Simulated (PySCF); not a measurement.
# H6SiSn (SMILES [SiH3][SnH3]): PBE38-D3(0)/STO-3G (density fitting, max memory mb 1860)

Wanted: a geometry optimisation of H6SiSn. Input form: a Python script.

Program for the calculation: PySCF 2.14.0.

## (1) The molecule

H6SiSn: 8 atoms, total charge 0, spin state singlet. As SMILES, `[SiH3][SnH3]`. The start is not the relaxed shape. The run starts from this shape.

Bond lengths: Si1–Sn2 2.580 Å, Si1–H3 1.508 Å, Si1–H4 1.492 Å, Si1–H5 1.464 Å, Sn2–H6 1.821 Å, Sn2–H7 1.862 Å, Sn2–H8 1.651 Å. Some angles: Si1–Sn2–H6 112.3°, Si1–Sn2–H7 106.5°, Si1–Sn2–H8 116.4°, Sn2–Si1–H3 104.8°, Sn2–Si1–H4 110.2°, Sn2–Si1–H5 116.2°, H6–Sn2–H7 99.6°, H6–Sn2–H8 112.6°, H7–Sn2–H8 107.8°, H3–Si1–H4 100.1°.

## (2) A structure relaxation at PBE38-D3(0)/STO-3G (density fitting, max memory mb 1860)

File input.xyz:

```xyz
8
H6SiSn
Si    -0.571880     0.193313    -1.192953
Sn     0.490609    -0.145209     1.133490
H     -2.046847     0.353873    -0.923270
H     -0.581855    -1.093549    -1.946938
H     -0.036854     1.294855    -1.994639
H      0.508325     1.387739     2.116347
H      2.319197    -0.355090     0.853037
H     -0.039209    -1.447286     1.999556
```

File input.py:

```python
from pyscf import gto, dft
from pyscf import df
from pyscf.geomopt.geometric_solver import kernel as optimise

mol = gto.Mole()
mol.atom = 'input.xyz'
mol.cart = True
mol.verbose = 3
mol.max_memory = 1860
mol.basis = 'sto-3g'
mol.build()

mf = dft.RKS(mol, xc='pbe38')
mf = mf.density_fit(auxbasis=df.aug_etb(mol, beta=2.0))
mf.disp = 'd3zero'
converged, mol_eq = optimise(mf, maxsteps=100, convergence_set='GAU_TIGHT')
print('converged:', converged)
print(mol_eq.tostring())

mf.reset(mol_eq)
mol = mol_eq
mf.kernel()
etot = mf.e_tot
print('E = %.10f Eh' % etot)
```

Command:

```console
$ OMP_NUM_THREADS=1 python input.py
```

The program printed:

```text
convergence_set           GAU_TIGHT
maxiter                   100
----------------------------------------------------------
Custom engine selected.
Bonds will be generated from interatomic distances less than 1.20 times sum of covalent radii
24 internal coordinates being used (instead of 24 Cartesians)
Internal coordinate system (atoms numbered from 1):
Distance 1-2
Distance 1-3
Distance 1-4
Distance 1-5
Distance 2-6
Distance 2-7
Distance 2-8
Angle 2-1-3
Angle 2-1-4
Angle 2-1-5
Angle 3-1-4
Angle 3-1-5
Angle 4-1-5
Angle 1-2-6
Angle 1-2-7
Angle 1-2-8
Angle 6-2-7
Angle 6-2-8
Angle 7-2-8
Dihedral 3-1-2-6
Dihedral 3-1-2-7
Dihedral 3-1-2-8
Dihedral 4-1-2-6
Dihedral 4-1-2-7
Dihedral 4-1-2-8
Dihedral 5-1-2-6
Dihedral 5-1-2-7
Dihedral 5-1-2-8
Translation-X 1-8
Translation-Y 1-8
Translation-Z 1-8
Rotation-A 1-8
Rotation-B 1-8
Rotation-C 1-8
> ===== Optimization Info: ====
> Job type: Energy minimization
> Maximum number of optimization cycles: 100
> Initial / maximum trust radius (Angstrom): 0.100 / 0.300
> Convergence Criteria:
> Will converge when all 5 criteria are reached:
>  |Delta-E| < 1.00e-06
>  RMS-Grad  < 1.00e-05
>  Max-Grad  < 1.50e-05
>  RMS-Disp  < 4.00e-05
>  Max-Disp  < 6.00e-05
> === End Optimization Info ===

[... 11 lines left out ...]
converged SCF energy = -6258.08684305941
[... 20 lines left out ...]
converged SCF energy = -6258.11789641753
[... 41 lines left out ...]
converged SCF energy = -6258.12236162133
[... 41 lines left out ...]
converged SCF energy = -6258.122434921
[... 41 lines left out ...]
converged SCF energy = -6258.12243724468
[... 41 lines left out ...]
converged SCF energy = -6258.12243699712
[... 21 lines left out ...]
converged SCF energy = -6258.12243724276
[... 31 lines left out ...]
Not rejecting step - energy change meets convergence criteria
[... 31 lines left out ...]
converged SCF energy = -6258.12243720187
[... 21 lines left out ...]
converged SCF energy = -6258.12243719833
[... 12 lines left out ...]
Geometry optimization cycle 16
Cartesian coordinates (Angstrom)
 Atom        New coordinates             dX        dY        dZ
  Si  -0.590999   0.144765  -1.085048   -0.000010 -0.000019  0.000015
  Sn   0.595186  -0.096579   1.084433   -0.000004 -0.000008  0.000012
   H  -1.993119   0.417247  -0.896961   -0.000016 -0.000054  0.000013
[... 4 lines of this table left out ...]
   H  -0.027647  -1.347687   1.916755   -0.000004  0.000015  0.000046
converged SCF energy = -6258.12243708224
--------------- DFRKS_Scanner gradients ---------------
         x                y                z
0 Si     0.0000015592     0.0000009768     0.0000004726
1 Sn     0.0000001220     0.0000004924    -0.0000002402
2 H     0.0000003934     0.0000069685    -0.0000003055
[... 4 lines of this table left out ...]
7 H     0.0000027299    -0.0000037652    -0.0000034658
----------------------------------------------
cycle 16: E = -6258.12243708  dE = 1.16094e-07  norm(grad) = 1.49199e-05
Step   15 : Displace = 2.885e-05/3.589e-05 (rms/max) Trust = 2.824e-05 (-) Grad = 5.275e-06/6.986e-06 (rms/max) E (change) = -6258.1224370822 (+1.161e-07) Quality = -47.743
Hessian Eigenvalues: 1.99612e-04 3.11627e-02 4.28140e-02 ... 1.91000e-01 2.33219e-01 4.38624e-01
Converged! =D

converged: True
Si         -0.59099894        0.14476537       -1.08504821
Sn          0.59518596       -0.09657935        1.08443261
H          -1.99311861        0.41724747       -0.89696106
[... 4 lines of this table left out ...]
H          -0.02764707       -1.34768694        1.91675495
converged SCF energy = -6258.12243708222
E = -6258.1224370822 Eh
```

Wall time 2.2 min (1 thread of Intel Xeon at 2.50GHz (Skylake/Cascade Lake), shared host); peak memory 0.49 GiB.

Steps, from the record of the run:

| step | energy from the first frame kept (eV) | largest force (eV/Å) |
| --- | --- | --- |
| 0 | 0.0000 | 3.5303 |
| 1 | -0.8450 | 1.4911 |
| 2 | -0.9528 | 0.4289 |
| 3 | -0.9665 | 0.1896 |
| 4 | -0.9682 | 0.0841 |
| 5 | -0.9685 | 0.0317 |
| 6 | -0.9686 | 0.0144 |
| 7 | -0.9686 | 0.0041 |
| 8 | -0.9686 | 0.0024 |
| 9 | -0.9686 | 0.0009 |
| 10 | -0.9686 | 0.0004 |
| 11 | -0.9686 | 0.0006 |
| 12 | -0.9686 | 0.0004 |
| 13 | -0.9686 | 0.0004 |
| 14 | -0.9686 | 0.0004 |
| 15 | -0.9686 | 0.0004 |

After the run. Bond lengths: Si1–Sn2 2.484 Å, Si1–H3 1.441 Å, Si1–H4 1.441 Å, Si1–H5 1.441 Å, Sn2–H6 1.627 Å, Sn2–H7 1.627 Å, Sn2–H8 1.627 Å. Some angles: Si1–Sn2–H6 109.8°, Si1–Sn2–H7 109.8°, Si1–Sn2–H8 109.8°, Sn2–Si1–H3 111.7°, Sn2–Si1–H4 111.7°, Sn2–Si1–H5 111.7°, H6–Sn2–H7 109.1°, H6–Sn2–H8 109.1°, H7–Sn2–H8 109.1°, H3–Si1–H4 107.2°.

## (3) Summary of results

Level: PBE38-D3(0)/STO-3G (density fitting, max memory mb 1860).

| quantity | value |
| --- | --- |
| total energy at the end | -6258.12244 Eh |
| dipole moment | 0.14 D |
| HOMO energy | -6.59 eV |
| LUMO energy | 7.17 eV |
| HOMO–LUMO gap | 13.77 eV |
| dispersion energy | -4.53 kJ/mol |

What this shows: At the final geometry: Bond lengths: Si1–Sn2 2.484 Å, Si1–H3 1.441 Å, Si1–H4 1.441 Å, Si1–H5 1.441 Å, Sn2–H6 1.627 Å, Sn2–H7 1.627 Å, Sn2–H8 1.627 Å. Some angles: Si1–Sn2–H6 109.8°, Si1–Sn2–H7 109.8°, Si1–Sn2–H8 109.8°, Sn2–Si1–H3 111.7°, Sn2–Si1–H4 111.7°, Sn2–Si1–H5 111.7°, H6–Sn2–H7 109.1°, H6–Sn2–H8 109.1°, H7–Sn2–H8 109.1°, H3–Si1–H4 107.2°. The optimisation took 15 steps and changed the energy by -0.969 eV. Mulliken charges run from -0.13 on H6 to +0.40 on Sn2. Relativity is left out although the molecule holds a heavy atom.
